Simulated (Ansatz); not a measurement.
# RbCu31O16: the cost of one run

Computed with Ansatz 0.2.0 (DFT, PBE, plane-wave PAW, default files, scalar-relativistic, unless a step's input says otherwise).

The COD entry's cell or inner coordinates are ideal or old and differ from later refinements, so a difference from it is no clean test against experiment.

## 1. The structure to begin with

It takes space group R-3m (No. 166, trigonal). Conventional cell: a = 12.049 Å, b = 12.049 Å, c = 14.757 Å, α = 90.00°, β = 90.00°, γ = 120.00°. Rb (site symmetry -3m) is surrounded by 2 O at 1.84 Å. Cu (site symmetry 2/m) has 2 O at 1.84 Å as nearest neighbours. Cu (site symmetry -3m) is surrounded by 2 O at 1.84 Å. Cu (site symmetry m) has 2 O at 1.84 Å as nearest neighbours. Cu (site symmetry 2) is surrounded by 2 O at 1.84 Å. Only part of the 12 independent sites is listed.

Structure file:

```
Rb Cu O
1.0
     8.52000    0.00000    0.00000
     0.00000    8.52000    0.00000
     0.00000    0.00000    8.52000
Rb Cu O
1 31 16
Direct
  0.12500 0.12500 0.12500
  0.12500 0.12500 0.62500
  0.12500 0.62500 0.12500
  0.12500 0.62500 0.62500
  0.62500 0.12500 0.12500
  0.62500 0.12500 0.62500
  0.62500 0.62500 0.12500
  0.62500 0.62500 0.62500
  0.12500 0.37500 0.37500
  0.12500 0.37500 0.87500
  0.12500 0.87500 0.37500
  0.12500 0.87500 0.87500
  0.62500 0.37500 0.37500
  0.62500 0.37500 0.87500
  0.62500 0.87500 0.37500
  0.62500 0.87500 0.87500
  0.37500 0.37500 0.12500
  0.37500 0.37500 0.62500
  0.37500 0.87500 0.12500
  0.37500 0.87500 0.62500
  0.87500 0.37500 0.12500
  0.87500 0.37500 0.62500
  0.87500 0.87500 0.12500
  0.87500 0.87500 0.62500
  0.37500 0.12500 0.37500
  0.37500 0.12500 0.87500
  0.37500 0.62500 0.37500
  0.37500 0.62500 0.87500
  0.87500 0.12500 0.37500
  0.87500 0.12500 0.87500
  0.87500 0.62500 0.37500
  0.87500 0.62500 0.87500
  0.00000 0.00000 0.00000
  0.00000 0.00000 0.50000
  0.00000 0.50000 0.00000
  0.00000 0.50000 0.50000
  0.50000 0.00000 0.00000
  0.50000 0.00000 0.50000
  0.50000 0.50000 0.00000
  0.50000 0.50000 0.50000
  0.25000 0.25000 0.25000
  0.25000 0.25000 0.75000
  0.25000 0.75000 0.25000
  0.25000 0.75000 0.75000
  0.75000 0.25000 0.25000
  0.75000 0.25000 0.75000
  0.75000 0.75000 0.25000
  0.75000 0.75000 0.75000
```

Atom 1 of the input is the impurity.

## 2. First run, atoms as given

input.yaml

```yaml
crystal:
  lattice:
    - [8.52, 0.0, 0.0]
    - [0.0, 8.52, 0.0]
    - [0.0, 0.0, 8.52]
  atoms:
    - { symbol: Rb, position: [0.125, 0.125, 0.125] }
    - { symbol: Cu, position: [0.125, 0.125, 0.625] }
    - { symbol: Cu, position: [0.125, 0.625, 0.125] }
    - { symbol: Cu, position: [0.125, 0.625, 0.625] }
    - { symbol: Cu, position: [0.625, 0.125, 0.125] }
    - { symbol: Cu, position: [0.625, 0.125, 0.625] }
    - { symbol: Cu, position: [0.625, 0.625, 0.125] }
    - { symbol: Cu, position: [0.625, 0.625, 0.625] }
    - { symbol: Cu, position: [0.125, 0.375, 0.375] }
    - { symbol: Cu, position: [0.125, 0.375, 0.875] }
    - { symbol: Cu, position: [0.125, 0.875, 0.375] }
    - { symbol: Cu, position: [0.125, 0.875, 0.875] }
    - { symbol: Cu, position: [0.625, 0.375, 0.375] }
    - { symbol: Cu, position: [0.625, 0.375, 0.875] }
    - { symbol: Cu, position: [0.625, 0.875, 0.375] }
    - { symbol: Cu, position: [0.625, 0.875, 0.875] }
    - { symbol: Cu, position: [0.375, 0.375, 0.125] }
    - { symbol: Cu, position: [0.375, 0.375, 0.625] }
    - { symbol: Cu, position: [0.375, 0.875, 0.125] }
    - { symbol: Cu, position: [0.375, 0.875, 0.625] }
    - { symbol: Cu, position: [0.875, 0.375, 0.125] }
    - { symbol: Cu, position: [0.875, 0.375, 0.625] }
    - { symbol: Cu, position: [0.875, 0.875, 0.125] }
    - { symbol: Cu, position: [0.875, 0.875, 0.625] }
    - { symbol: Cu, position: [0.375, 0.125, 0.375] }
    - { symbol: Cu, position: [0.375, 0.125, 0.875] }
    - { symbol: Cu, position: [0.375, 0.625, 0.375] }
    - { symbol: Cu, position: [0.375, 0.625, 0.875] }
    - { symbol: Cu, position: [0.875, 0.125, 0.375] }
    - { symbol: Cu, position: [0.875, 0.125, 0.875] }
    - { symbol: Cu, position: [0.875, 0.625, 0.375] }
    - { symbol: Cu, position: [0.875, 0.625, 0.875] }
    - { symbol: O, position: [0.0, 0.0, 0.0] }
    - { symbol: O, position: [0.0, 0.0, 0.5] }
    - { symbol: O, position: [0.0, 0.5, 0.0] }
    - { symbol: O, position: [0.0, 0.5, 0.5] }
    - { symbol: O, position: [0.5, 0.0, 0.0] }
    - { symbol: O, position: [0.5, 0.0, 0.5] }
    - { symbol: O, position: [0.5, 0.5, 0.0] }
    - { symbol: O, position: [0.5, 0.5, 0.5] }
    - { symbol: O, position: [0.25, 0.25, 0.25] }
    - { symbol: O, position: [0.25, 0.25, 0.75] }
    - { symbol: O, position: [0.25, 0.75, 0.25] }
    - { symbol: O, position: [0.25, 0.75, 0.75] }
    - { symbol: O, position: [0.75, 0.25, 0.25] }
    - { symbol: O, position: [0.75, 0.25, 0.75] }
    - { symbol: O, position: [0.75, 0.75, 0.25] }
    - { symbol: O, position: [0.75, 0.75, 0.75] }
kpoints:
  mp_grid: { grid: [2, 2, 2] }
scf:
  occupations: { method: fermi_dirac, width: 0.01 }
hamiltonian:
  xc: pbe
  pseudopotentials: { kind: paw }
output:
  forces: true
  stress: true
  populations: true
  efg:
    quadrupole_moments_barn: { Rb: 0.1335, Cu: -0.22, O: -0.02558 }
    contact_densities: true
```

Run with:

```
$ ansatz run input.yaml --threads 4 --pin off --max-ram 8192MiB --backend cpu --events-out ev --progress --plain --runs-dir out
```

**Question.** How long does this run take on 4 threads of Arm Neoverse V1, shared host, and how much memory does it need?

About 66 s, with a peak of 4.2 GiB.
